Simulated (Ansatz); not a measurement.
# ReP: the cost of one run

Program: Ansatz 0.2.0. Level of theory: DFT r²SCAN, scalar-relativistic, plane waves, PAW. These are calculated values, not measurements.

2 further runs of the same task are left out: 1 for a known fault of the program, 1 that didn't finish. Runs told in other sessions of the task aren't counted.

## 1. Starting point

Symmetry: Fm-3m, No. 225, cubic system. The conventional cell has a = 4.892 Å, b = 4.892 Å, c = 4.892 Å, α = 90.00°, β = 90.00°, γ = 90.00°. Around Re (site symmetry m-3m) lie 6 P at 2.45 Å. P (site symmetry m-3m) is surrounded by 6 Re at 2.45 Å.

Structure file:

```cif
data_structure
_symmetry_space_group_name_H-M 'P 1'
_symmetry_Int_Tables_number 1
_cell_length_a 3.4590
_cell_length_b 3.4590
_cell_length_c 3.4590
_cell_angle_alpha 60.000
_cell_angle_beta 60.000
_cell_angle_gamma 60.000
_cell_volume 29.26
loop_
_atom_site_label
_atom_site_type_symbol
_atom_site_fract_x
_atom_site_fract_y
_atom_site_fract_z
_atom_site_occupancy
Re1 Re 0.50000 0.50000 0.50000 1
P1 P 0.00000 0.00000 0.00000 1
```

This cell comes from an earlier session at r²SCAN: 14.632 Å³/atom at 0.00 GPa, on a 12×12×12 mesh.

The changes: atom 1 (Re) moved 0.12 Å along y; strain e5 = +0.03, atoms carried along; all atoms moved at random (σ = 0.03 Å), cell strained at random (1 %).

## 2. Atom 1 (Re) moved 0.12 Å along y

The input, input.yaml:

```yaml
crystal:
  lattice:
    - [0.0, 2.445850978, 2.445850978]
    - [2.445850978, 0.0, 2.445850978]
    - [2.445850978, 2.445850978, 0.0]
  atoms:
    - { symbol: Re, position: [0.5245313392, 0.4754686608, 0.5245313392] }
    - { symbol: P, position: [0.0, 0.0, 0.0] }
basis:
  ecutwfc: 500
  ecutrho_ratio: 4
kpoints:
  mp_grid: { grid: [12, 12, 12] }
hamiltonian:
  xc: r2scan
scf:
  occupations: { method: gaussian, width: 0.05 }
output:
  forces: true
  stress: true
  eigenvalues: true
  write_density: true
  write_potential: true
  elf: true
  volumetric_format: npy
```

Command:

```console
$ ansatz run input.yaml --threads 2 --pin off --max-ram 2662MiB --backend cpu --events-out ev --progress --plain --runs-dir out
```

What time and memory should one allow on 2 threads of Arm Neoverse V1, shared host?

About 11 s, with a peak of 0.46 GiB.
